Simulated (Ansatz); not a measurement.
**AsH2NaO: a rigid scan of the bond length O1–H4**

The task here is to estimate one member of a computed series from the others.

Method: single points in def2-TZVPP; program: Ansatz 0.2.0, Gaussian basis.

Levels: PBE-D4, r2SCAN-D4, PBE0-D4, B3LYP-D4, wB97M-V, Hartree-Fock, MP2, CCSD, CCSD(T). The scan takes 0.861, 0.880, 0.908, 0.941, 0.978, 1.017, 1.059, 1.102, 1.148 Å.

Cores are frozen in the correlated methods. Filled d shells of the heavier atoms are correlated. The outer core shell of Li, Na, Mg and K is correlated. B3LYP uses VWN-RPA correlation.

108 further runs of the same task are left out: 108 set aside as unsound or not needed.

**The system as given**

SMILES `O[AsH][Na]`, 5 atoms, charge 0, spin multiplicity 1.

Atoms are counted from 1 here; the program's logs count them from 0.

Bond lengths: O1–As2 1.899 Å, O1–Na3 2.532 Å, O1–H4 0.960 Å, As2–Na3 2.709 Å, As2–H5 1.546 Å. Angles: As2–O1–Na3 73.8°, As2–O1–H4 107.9°, Na3–O1–H4 175.8°, O1–As2–Na3 63.9°, O1–As2–H5 95.0°, Na3–As2–H5 91.3°, O1–Na3–As2 42.3°.

Geometry (Å):

```xyz
5
AsH2NaO
O    -0.84278   -0.37954   -0.31372
As    0.80064    0.53479   -0.57779
Na    0.91426   -1.71262    0.93094
H    -1.53870    0.13896   -0.72349
H     0.66658    1.41842    0.68407
```

Set-up of the first run:

relax/in.yaml reads:

```yaml
crystal:
  periodic: [false, false, false]
  atoms:
    - {symbol: O, position_ang: [-0.842780, -0.379540, -0.313720]}
    - {symbol: As, position_ang: [0.800640, 0.534790, -0.577790]}
    - {symbol: Na, position_ang: [0.914260, -1.712620, 0.930940]}
    - {symbol: H, position_ang: [-1.538700, 0.138960, -0.723490]}
    - {symbol: H, position_ang: [0.666580, 1.418420, 0.684070]}
basis:
  gaussian: {orbitals: def2-TZVP}
hamiltonian: {xc: pbe0, dispersion: d4}
relax: {f_tol: 0.005, max_steps: 200}
```

On the command line:

```console
ansatz run in.yaml --threads 2 --pin off --events-out ev --progress --plain --max-ram 4352MiB
```

Steps of the session up to this table: Finding the minimum; The minimum at every level; O1–H4 = 0.861 Å; O1–H4 = 0.880 Å; O1–H4 = 0.908 Å; O1–H4 = 0.941 Å; O1–H4 = 0.978 Å; O1–H4 = 1.017 Å; O1–H4 = 1.059 Å; O1–H4 = 1.102 Å; O1–H4 = 1.148 Å.

One table of the session follows, with a row left open; its other results are not shown here.

It belongs to the step «The curves». Energies less that of the minimum at the same level (kJ/mol):

| bond length (Å) | PBE-D4 | PBE0-D4 | B3LYP-D4 | wB97M-V | Hartree-Fock |
| --- | --- | --- | --- | --- | --- |
| 0.861 | 34.1 | 28.8 | 29.8 | 29.0 | 19.1 |
| 0.880 | 21.7 | 17.5 | 18.3 | 17.6 | 9.6 |
| 0.908 | 9.1 | 6.4 | 7.0 | 6.5 | 1.3 |
| 0.941 | 1.4 | 0.5 | 0.7 | 0.6 | -1.1 |
| 0.957 (minimum) | 0.0 | 0.0 | 0.0 | 0.0 | 0.0 |
| 0.978 | 0.1 | 1.3 | 1.0 | 1.2 | 3.6 |
| 1.017 | ? | ? | ? | ? | ? |
| 1.059 | 16.2 | 22.3 | 20.6 | 22.0 | 33.3 |
| 1.102 | 31.8 | 40.6 | 38.0 | 40.2 | 56.4 |
| 1.148 | 51.7 | 63.5 | 59.8 | 63.0 | 84.6 |

**Question.** Estimate the row for bond length (Å) = 1.017.

Worked estimate for «PBE-D4». A straight line through the neighbours (0.978, 0.1) and (1.059, 16.2) gives 0.1 + (16.2 − 0.1) × (1.017 − 0.978) / (1.059 − 0.978) = 7.9; a parabola fitted to 4 rows on both sides gives 5.3.

As computed: PBE-D4: 5.2; PBE0-D4: 8.7; B3LYP-D4: 7.8; wB97M-V: 8.5; Hartree-Fock: 15.1. In «PBE-D4» the line misses by +2.7 and the parabola by +0.1.

To keep in mind: A polynomial through the near points puts the CCSD(T) minimum 0.001 Å below the PBE0-D4 value.
